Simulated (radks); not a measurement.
# Numerical settings for Nb³⁸⁺

How sensitive is the result for the niobium ion Nb38+ to mesh, mixing and thresholds? A default run comes first. The defaults are a mesh step of 0.008 in ln r, a mesh end at 40 bohr or more, Anderson mixing 0.5 over 9 steps and a tight residual threshold, with the energy settled to 1e-9 hartree as well; every run has a cap on iterations.

Program: radks (a radial shooting solver on a logarithmic mesh, Libxc functionals) version 1. Level of theory: scalar-relativistic Kohn-Sham, PBEsol, spin-polarised, spherical densities, finite nucleus; open shells are filled with parallel spins first. These are calculated values, not measurements, unless marked.

**1. Starting point**

- element: niobium (Z = 41)
- charge: +38
- electrons: 3
- configuration: [He] 2s1
- nuclear rms radius: 4.324 fm

The outer shells:

Nb³⁸⁺
```
[He] core
2s [↑ ]
```

**2. Default settings**

Input:

```text
Z 41
configuration [He] 2s1
relativity scalar-relativistic
functional pbe_sol,pbe_sol
spin polarised
nucleus finite rms 4.324 fm
c 137.035999084
max_iterations 88
```

Command:

```sh
$ python run_ks.py task.json out
```

The same process makes all the runs of this session.

**3. Mesh step in ln r 0.2**

Changes since step 2:

```diff
@@ -7,2 +7,3 @@
 c 137.035999084
+mesh_step 0.2
 max_iterations 88
```

**4. Mesh step in ln r 0.003**

Changes since step 3:

```diff
@@ -7,3 +7,3 @@
 c 137.035999084
-mesh_step 0.2
+mesh_step 0.003
 max_iterations 88
```

**5. Mesh step in ln r 0.05**

Changes since step 4:

```diff
@@ -7,3 +7,3 @@
 c 137.035999084
-mesh_step 0.003
+mesh_step 0.05
 max_iterations 88
```

**6. Mesh end (bohr) 20**

Changes since step 5:

```diff
@@ -7,3 +7,3 @@
 c 137.035999084
-mesh_step 0.05
+mesh_end 20
 max_iterations 88
```

**7. Mesh end (bohr) 1**

Changes since step 6:

```diff
@@ -7,3 +7,3 @@
 c 137.035999084
-mesh_end 20
+mesh_end 1
 max_iterations 88
```

**8. Residual threshold 1e-13**

Changes since step 7:

```diff
@@ -7,3 +7,3 @@
 c 137.035999084
-mesh_end 1
+threshold 1e-13
 max_iterations 88
```

**9. Residual threshold 1e-16**

Changes since step 8:

```diff
@@ -7,3 +7,3 @@
 c 137.035999084
-threshold 1e-13
+threshold 1e-16
 max_iterations 88
```

**10. Mixing 2.5**

Changes since step 9:

```diff
@@ -7,3 +7,3 @@
 c 137.035999084
-threshold 1e-16
+mixing 2.5
 max_iterations 88
```

**11. Mixing history 1, mixing 1**

Changes since step 10:

```diff
@@ -7,3 +7,4 @@
 c 137.035999084
-mixing 2.5
+history 1
+mixing 1
 max_iterations 88
```

**12. Mixing history 1, mixing 0.5**

Changes since step 11:

```diff
@@ -8,3 +8,3 @@
 history 1
-mixing 1
+mixing 0.5
 max_iterations 88
```

**13. Mixing history 20**

Changes since step 12:

```diff
@@ -7,4 +7,3 @@
 c 137.035999084
-history 1
-mixing 0.5
+history 20
 max_iterations 88
```

**14. Iteration cap 2**

Changes since step 13:

```diff
@@ -7,3 +7,2 @@
 c 137.035999084
-history 20
-max_iterations 88
+max_iterations 2
```

Q: Predict the outcome of this session. Wanted: for each run, setting; iterations; converged; change of E.

As calculated:

```tsv
setting	mesh points	iterations	converged	change of E (mhartree)	time
Default settings	2189	13	yes	0	0.05 s
mesh step in ln r 0.2	88	88	no	-	0.1 s
mesh step in ln r 0.003	5835	16	yes	0	0.14 s
mesh step in ln r 0.05	351	12	yes	-0.0003481	0.02 s
mesh end (bohr) 20	2102	13	yes	0	0.05 s
mesh end (bohr) 1	1727	13	yes	0	0.05 s
residual threshold 1e-13	2189	88	no	-	0.24 s
residual threshold 1e-16	2189	88	no	-	0.24 s
mixing 2.5	2189	18	yes	0	0.07 s
mixing history 1, mixing 1	2189	88	no	-	0.21 s
mixing history 1, mixing 0.5	2189	34	yes	0	0.12 s
mixing history 20	2189	13	yes	0	0.05 s
iteration cap 2	2189	2	no	-	0.01 s
```

What this shows: A zero stands for a change under the printed digits. No run that converges misses the default energy by more than 1 mhartree. Not converged or rejected: mesh step in ln r 0.2; residual threshold 1e-13; residual threshold 1e-16; mixing history 1, mixing 1; iteration cap 2.
